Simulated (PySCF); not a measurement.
# BrCl⁻: the SCF solver's settings

Do solver options change the result for BrCl⁻, or only the number of cycles?

The runs use PySCF 2.14.0; each script names its method and basis.

### 1 The system as given

BrCl⁻: 2 atoms, charge -1, spin multiplicity 2.

Bond lengths: Br1–Cl2 2.185 Å.

### 2 The base run

Contents of input.py:

```python
from pyscf import gto, scf, mp

mol = gto.M(
    atom='Br 0 0 0; Cl 0 0 2.185',
    basis='pcseg-1',
    charge=-1,
    spin=1,
    symmetry=True,
    verbose=4,
)
mf = scf.UHF(mol)
mf = mf.density_fit(auxbasis='def2-universal-jkfit')
mf.kernel()
mp.MP2(mf, frozen=14).kernel()
mf.dip_moment()
print('orbital energies (hartree):', [e[max(0, n-3):n+3].round(4) for e, n in zip(mf.mo_energy, mol.nelec)])
```

The run is started by

```console
> OMP_NUM_THREADS=1 python input.py
```

Its log is not repeated here.

It gives: E(SCF) = -3031.549664 Eh, 11 cycles, E(MP2) − E(SCF) = -0.25618 Eh, ⟨S²⟩ = 0.760.

The bond length is a typed value, not an optimised one. The dipole of an ion depends on the origin.

### 3 Damping 0.8

Variant 1 changes damping: none → 0.8.

Contents of input.py:

```python
from pyscf import gto, scf, mp

mol = gto.M(
    atom='Br 0 0 0; Cl 0 0 2.185',
    basis='pcseg-1',
    charge=-1,
    spin=1,
    symmetry=True,
    verbose=4,
)
mf = scf.UHF(mol)
mf = mf.density_fit(auxbasis='def2-universal-jkfit')
mf.damp = 0.8
mf.diis_start_cycle = 8
mf.kernel()
mp.MP2(mf, frozen=14).kernel()
mf.dip_moment()
print('orbital energies (hartree):', [e[max(0, n-3):n+3].round(4) for e, n in zip(mf.mo_energy, mol.nelec)])
```

The run is started by

```console
> OMP_NUM_THREADS=1 python input.py
```

### 4 Level shift 0.3 hartree

Variant 2 changes level shift: none → 0.3 hartree.

Edit input.py of step 2 so:

```diff
@@ -12,2 +12,3 @@
 mf = mf.density_fit(auxbasis='def2-universal-jkfit')
+mf.level_shift = 0.3
 mf.kernel()
```

### 5 Initial guess 1e

Variant 3 changes initial guess: minao → 1e.

Edit input.py of step 2 so:

```diff
@@ -12,2 +12,3 @@
 mf = mf.density_fit(auxbasis='def2-universal-jkfit')
+mf.init_guess = '1e'
 mf.kernel()
```

### 6 Smearing width 0.01 hartree

Variant 4 changes smearing width: none → 0.01 hartree; step after the SCF: mp2 → none.

Edit input.py of step 2 so:

```diff
@@ -1,2 +1,2 @@
-from pyscf import gto, scf, mp
+from pyscf import gto, scf
 
@@ -12,4 +12,4 @@
 mf = mf.density_fit(auxbasis='def2-universal-jkfit')
+mf = scf.addons.smearing_(mf, sigma=0.01, method='fermi')
 mf.kernel()
-mp.MP2(mf, frozen=14).kernel()
 mf.dip_moment()
```

**Question.** What will these runs give? Wanted: for each run, E(SCF); from base; gap, α spin; after the SCF.

The runs gave:

```csv
run,E(SCF) (hartree),from base (eV),cycles,"gap, α spin (eV)",after the SCF
base,-3031.549664,0,11,20.01,"MP2 correlation -6.971 eV, core frozen"
damping 0.8,-3031.549664,0.0000,16,20.01,"MP2 correlation -6.971 eV, core frozen"
level shift 0.3 hartree,-3031.549664,0.0000,13,20.01,"MP2 correlation -6.971 eV, core frozen"
initial guess 1e,-3031.549664,0.0000,13,20.01,"MP2 correlation -6.971 eV, core frozen"
smearing width 0.01 hartree,-3031.456322,not comparable,9,n/a,n/a
```

Distance from each run's final energy (log10 hartree) by cycle:

```csv
run,cycle 1,cycle 2,cycle 3,cycle 5,cycle 8,cycle 12
base,-1.7,-2.8,-3.7,-5.6,-7.9,done
damping 0.8,-1.7,-1.9,-2.1,-2.5,-3.7,-6.7
level shift 0.3 hartree,-1.6,-2.6,-3.3,-4.7,-6.2,-9.3
initial guess 1e,1.2,1.3,-0.4,-1.9,-4.2,-9.2
smearing width 0.01 hartree,-1.8,-2.8,-4.1,-6.4,-10.2,done
```

The SCF energy stays the same, to the digits that matter, with damping 0.8 or level shift 0.3 hartree or initial guess 1e. The base needs 11 cycles and the run with damping 0.8 needs 16.
